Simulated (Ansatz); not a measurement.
Which YAML input does this script hand to the engine? (the Python package of Ansatz (0.2.0))

Script `cdbr2.py`:
```python
"""Response of CdBr2 to an electric field."""

from dataclasses import dataclass

import ansatz as az
import numpy as np


@dataclass
class Options:
    functional: str = "pbesol"
    cutoff_ev: int = 530
    mixing_beta: float = 0.5
    max_iterations: int = 200
    filling: str = "fixed"


cfg = Options()


def main() -> None:
    system = (
        az.Lattice.of([1.975, 1.140267, 6.223333], [-1.975, 1.140267, 6.223333], [0.0, -2.280534, 6.223333])
        .atom("Cd", [0.0, 0.0, 0.0])
        .atom("Br", [0.25, 0.25, 0.25])
        .atom("Br", [0.75, 0.75, 0.75])
    )

    # an insulator: whole occupations
    setup = (
        system.calculation()
        .functional(cfg.functional)
        .pseudopotentials("paw")
        .basis(cfg.cutoff_ev)
        .kpoints(3)  # sampling of the Brillouin zone
        .mixing("broyden", beta=cfg.mixing_beta)
        .scf(max_iterations=cfg.max_iterations)
        .occupations(cfg.filling)
        .dielectric()
    )
    outcome = setup.run()
    response = outcome.dielectric
    eps = np.asarray(response.eps_inf)

    print(f"mean eps_inf {np.trace(eps) / 3:.3f}, fraction of exact exchange 1/eps = {3 / np.trace(eps):.3f}")
    print(np.array2string(eps, precision=3, suppress_small=True))
    for site, z in zip(outcome.lattice.sites, response.zstar_e):
        print(f"{site.symbol:2s} Z* trace/3 = {np.trace(z) / 3:+.3f} e")
    print(f"charge neutrality missed by {response.zstar_sum_residual_pre_e:.4f} e before the sum rule")


if __name__ == "__main__":
    main()
```

`python cdbr2.py` gives:
```text
mean eps_inf 4.284, fraction of exact exchange 1/eps = 0.233
[[4.527 0.    0.   ]
 [0.    4.527 0.   ]
 [0.    0.    3.797]]
Cd Z* trace/3 = +2.346 e
Br Z* trace/3 = -1.173 e
Br Z* trace/3 = -1.173 e
charge neutrality missed by 0.0008 e before the sum rule
```

`input.yaml`:
```yaml
crystal:
  lattice:
    - [1.975, 1.140267, 6.223333]
    - [-1.975, 1.140267, 6.223333]
    - [0.0, -2.280534, 6.223333]
  atoms:
    - { symbol: Cd, position: [0.0, 0.0, 0.0] }
    - { symbol: Br, position: [0.25, 0.25, 0.25] }
    - { symbol: Br, position: [0.75, 0.75, 0.75] }
basis:
  ecutwfc: 530.0
kpoints:
  mp_grid:
    grid: [3, 3, 3]
hamiltonian:
  xc: pbesol
  pseudopotentials:
    kind: paw
scf:
  max_iter: 200
  mixing:
    algorithm: broyden
    beta: 0.5
  occupations:
    method: fixed
dielectric: {}
```

Caveats:
- The settings weren't tested for convergence.
- Under fixed occupations the level called the Fermi level is the highest filled one on the SCF mesh; off the mesh a filled band can lie a little above it.
- The k-point mesh is coarse, and energy and stress weren't tested for convergence.
- Of the deposited cell: the entry's cell lengths or inner coordinates differ somewhat from later room-temperature determinations.
- Averages over directions belong to no single polarisation, least of all in layered crystals.
- Pressure is positive in compression.
- The structure is a deposited one; some such entries were measured under pressure or heat, so a shift against it needn't be the functional's error alone.
- This is the electronic (clamped-ion) response; a semilocal gap that is too small tends to raise it. The typed mesh is that of the SCF; the response is solved on denser meshes that the run picks.
- Run time: 73 s on 1 thread of Arm Neoverse V2, with other jobs on the host, peak memory 0.84 GiB.

(Lines on the test bed's own set-up are left out of the output.)
